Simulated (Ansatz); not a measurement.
**Bi2S3 (Bismuthinite): response properties**

This session takes Bi2S3 (Bismuthinite) and sets out to read the electric field gradients at the nuclei.

Program: Ansatz 0.2.0. Level of theory: DFT PBEsol, scalar-relativistic, plane waves, PAW. These are calculated values, not measurements.

1 further run of the same task is left out (set aside as unsound or not needed). Runs told in other sessions of the task aren't counted.

**1. The starting structure**

It takes space group Pnma (No. 62, orthorhombic). The conventional cell has a = 11.179 Å, b = 3.966 Å, c = 10.946 Å, α = 90.00°, β = 90.00°, γ = 90.00°. Bi (site symmetry m) has 6 S at 2.70 to 2.98 Å in its first shell of neighbours. Bi (site symmetry m) has 5 S at 2.63 to 2.95 Å in its first shell of neighbours. S (site symmetry m) is surrounded by 3 Bi at 2.73 to 2.74 Å. S (site symmetry m) has 5 Bi at 2.63 to 2.98 Å in its first shell of neighbours. S (site symmetry m) is surrounded by 3 Bi at 2.70 to 2.94 Å.

Structure file:

```cif
data_structure
_symmetry_space_group_name_H-M 'Pnma'
_symmetry_Int_Tables_number 62
_cell_length_a 11.1794
_cell_length_b 3.9655
_cell_length_c 10.9456
_cell_angle_alpha 90.000
_cell_angle_beta 90.000
_cell_angle_gamma 90.000
_cell_volume 485.24
loop_
_atom_site_label
_atom_site_type_symbol
_atom_site_symmetry_multiplicity
_atom_site_Wyckoff_symbol
_atom_site_fract_x
_atom_site_fract_y
_atom_site_fract_z
_atom_site_occupancy
Bi1 Bi 4 c 0.49141 0.25000 0.32445 1
Bi2 Bi 4 c 0.33460 0.75000 0.03036 1
S1 S 4 c 0.28254 0.25000 0.19404 1
S2 S 4 c 0.54921 0.75000 0.12942 1
S3 S 4 c 0.37706 0.75000 0.44348 1
```

It is the result of an earlier relaxation at this level (volume 24.26 Å³/atom; gap on the mesh: 1.21 eV).

**2. Field gradients**

File input.yaml:

```yaml
crystal:
  lattice:
    - [11.1793819164, 0.0, 0.0]
    - [0.0, 3.9655237866, 0.0]
    - [0.0, 0.0, 10.9455952711]
  atoms:
    - { symbol: Bi, position: [0.4914126819, 0.25, 0.3244459949] }
    - { symbol: Bi, position: [0.0085873181, 0.75, 0.8244459949] }
    - { symbol: Bi, position: [0.9914126819, 0.25, 0.1755540051] }
    - { symbol: Bi, position: [0.5085873181, 0.75, 0.6755540051] }
    - { symbol: Bi, position: [0.3346013876, 0.75, 0.0303593347] }
    - { symbol: Bi, position: [0.1653986124, 0.25, 0.5303593347] }
    - { symbol: Bi, position: [0.8346013876, 0.75, 0.4696406653] }
    - { symbol: Bi, position: [0.6653986124, 0.25, 0.9696406653] }
    - { symbol: S, position: [0.2825446461, 0.25, 0.1940361408] }
    - { symbol: S, position: [0.2174553539, 0.75, 0.6940361408] }
    - { symbol: S, position: [0.7825446461, 0.25, 0.3059638592] }
    - { symbol: S, position: [0.7174553539, 0.75, 0.8059638592] }
    - { symbol: S, position: [0.5492142888, 0.75, 0.129418155] }
    - { symbol: S, position: [0.9507857112, 0.25, 0.629418155] }
    - { symbol: S, position: [0.0492142888, 0.75, 0.370581845] }
    - { symbol: S, position: [0.4507857112, 0.25, 0.870581845] }
    - { symbol: S, position: [0.3770574457, 0.75, 0.4434779266] }
    - { symbol: S, position: [0.1229425543, 0.25, 0.9434779266] }
    - { symbol: S, position: [0.8770574457, 0.75, 0.0565220734] }
    - { symbol: S, position: [0.6229425543, 0.25, 0.5565220734] }
basis:
  ecutwfc: 420
kpoints:
  mp_grid: { grid: [4, 8, 4] }
hamiltonian:
  xc: pbesol
scf:
  occupations: { method: fixed }
output:
  forces: true
  stress: true
  eigenvalues: true
  efg: {}
checkpoint:
  read: start.run
  write: ck
  compress: false
  write_wavefunctions: false
  write_every: 100000
```

Run with:

```sh
> ansatz run input.yaml --threads 8 --pin off --max-ram 22528MiB --backend cpu --events-out ev --progress --plain --runs-dir out
```

Q: Predict the outcome of this session. Wanted: largest V_zz, in size.

As calculated:

| quantity | value |
| --- | --- |
| largest V_zz, in size | 16.18 ×10²¹ V/m² at Bi |

**Reading.** Bi5 feels the strongest gradient, -16.18 ×10²¹ V/m². η reaches 1.00, at a site without such an axis as would force it to zero. Spin-orbit coupling is left out, which matters for gradients at heavy nuclei. Spin-orbit coupling is left out, which matters for the bands of Bi.

The cell is layered and no dispersion term is used, so the spacing and stiffness across the layers are uncertain.
